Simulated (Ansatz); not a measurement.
# In3Ga2B3N8: the cost of one run

All numbers below are computed with Ansatz 0.2.0 (DFT PBE, scalar-relativistic, plane waves, PAW).

### Step 1. The structure to begin with

The cell holds 16 atoms (B3Ga2In3N8): a = 6.083 Å, b = 6.083 Å, c = 6.083 Å, α = 60.00°, β = 60.00°, γ = 60.00°.

The sites of an ideal zinc blende lattice, at a guessed lattice constant, take 2 Ga, 3 B, 3 In; 8 N (sublattices apart by semicolons), with a shake of 0.02 Å. Warren-Cowley parameters of the first shell (negative: unlike neighbours preferred): B-Ga -0.33, B-In -0.18, Ga-In -0.33. In a cell this small the draw can fall short of the order aimed at.

Coordinates:

```
B N Ga In
1.0
    -4.30126    4.30126    0.00000
    -4.30126    0.00000    4.30126
     0.00000    4.30126    4.30126
B N Ga In
3 8 2 3
Direct
  0.99602 0.00441 0.00608
  0.99942 0.00180 0.49753
  0.50111 0.49613 0.49958
  0.87115 0.87485 0.37866
  0.38425 0.87124 0.37494
  0.87836 0.36912 0.37068
  0.87984 0.87381 0.87302
  0.37589 0.36765 0.37344
  0.37398 0.87740 0.87251
  0.88226 0.37916 0.86832
  0.37853 0.37273 0.87534
  0.50114 0.00138 0.00251
  0.99461 0.50387 0.49786
  0.00665 0.49039 0.00053
  0.50093 0.50271 0.99279
  0.50185 0.99997 0.50036
```

### Step 2. Relaxation without symmetry, coarse mesh

A cheap relaxation: coarse mesh, no symmetry, loose thresholds.

Contents of input.yaml:

```yaml
crystal:
  lattice:
    - [-4.3012595, 4.3012595, 0.0]
    - [-4.3012595, 0.0, 4.3012595]
    - [0.0, 4.3012595, 4.3012595]
  atoms:
    - { symbol: B, position: [0.9960243634, 0.0044088498, 0.0060773389] }
    - { symbol: B, position: [0.9994210753, 0.001801744, 0.4975261181] }
    - { symbol: B, position: [0.5011071197, 0.4961293904, 0.4995835396] }
    - { symbol: "N", position: [0.8711509056, 0.8748475781, 0.3786624987] }
    - { symbol: "N", position: [0.3842452691, 0.871241695, 0.3749417998] }
    - { symbol: "N", position: [0.8783568503, 0.3691213355, 0.3706793946] }
    - { symbol: "N", position: [0.8798357103, 0.8738130016, 0.8730221201] }
    - { symbol: "N", position: [0.3758879362, 0.3676518845, 0.3734389888] }
    - { symbol: "N", position: [0.3739769257, 0.8774048181, 0.8725068667] }
    - { symbol: "N", position: [0.8822611955, 0.3791597997, 0.8683151785] }
    - { symbol: "N", position: [0.3785315808, 0.3727280787, 0.875344251] }
    - { symbol: Ga, position: [0.5011360202, 0.001380534, 0.002508072] }
    - { symbol: Ga, position: [0.994605457, 0.5038742938, 0.4978601896] }
    - { symbol: In, position: [0.0066521926, 0.490391657, 0.0005262419] }
    - { symbol: In, position: [0.5009263392, 0.5027101256, 0.9927862147] }
    - { symbol: In, position: [0.5018491654, 0.9999705313, 0.5003615305] }
  symmetry: { detect: false }
basis:
  ecutwfc: 420
kpoints:
  mp_grid: { grid: [3, 3, 3], shift: [0.0, 0.0, 0.0] }
hamiltonian:
  xc: pbe
scf:
  occupations: { method: gaussian, width: 0.1 }
  lower_state_search: "off"
output:
  forces: true
  stress: true
  eigenvalues: true
relax:
  adjacent_minimum: "off"
  f_tol: 0.04
  max_steps: 50
  cell: { stress_tol: 0.3 }
```

The run is started by

```console
> ansatz run input.yaml --threads 4 --pin off --max-ram 9216MiB --backend cpu --events-out ev --progress --plain --runs-dir out
```

**Question.** How long does this run take on 4 threads of Intel Xeon at 2.70GHz, shared host, and how much memory does it need?

About 2.4 min, with a peak of 0.77 GiB.
